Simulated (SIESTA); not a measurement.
Runs of SIESTA 5.4.2 on MnAs. Symmetry: P6_3/mmc, No. 194, hexagonal system. Conventional cell: a = 3.710 Å, b = 3.710 Å, c = 5.691 Å, α = 90.00°, β = 90.00°, γ = 120.00°. As (site symmetry -6m2) is surrounded by 6 Mn at 2.57 Å. Around Mn (site symmetry -3m) lie 6 As at 2.57 Å and 2 Mn at 2.85 Å. 

```csv
potentials or basis,gap on the mesh (eV),pressure (GPa),moment (μB)
"PseudoDojo 0.4 standard (PBEsol files), DZP (energy shift 0.003 Ry; two zetas on semicore shells)",none,-6.3,6.37
"PseudoDojo 0.4 standard (PBEsol files), DZ (energy shift 0.003 Ry; two zetas on semicore shells)",none,-8.1,6.59
"PseudoDojo 0.4 standard (PBEsol files), SZP (energy shift 0.003 Ry)",none,-2.2,6.44
"PseudoDojo 0.4 standard (PBEsol files), TZDP (energy shift 0.003 Ry; two zetas on semicore shells)",none,(b),6.37
"PseudoDojo 0.4 standard (PBEsol files), TZP (energy shift 0.003 Ry; two zetas on semicore shells)",none,(a),6.37
```

Alike in all rows: task band structure; level PBEsol; spin collinear, ferromagnetic start; cell as given; k mesh 8 × 8 × 5; smearing fermi-dirac 0.05 eV; grid cutoff 800 Ry; energy shift 0.003 Ry.

Question: Estimate the missing entries.

Answer: (a) -6.4; (b) -6.8.

Caveats: short orbitals over semicore shells can move pressures by several GPa; the basis of atomic orbitals isn't converged, which shifts pressures, moduli and gaps; only a ferromagnetic start was run, and an antiferromagnetic order may lie lower in energy; the basis has no polarisation orbitals (some runs).

A k mesh can miss the band edges, and the runs leave out spin-orbit coupling on As.

A gap of «none» marks a metal or a gap under the smearing width.
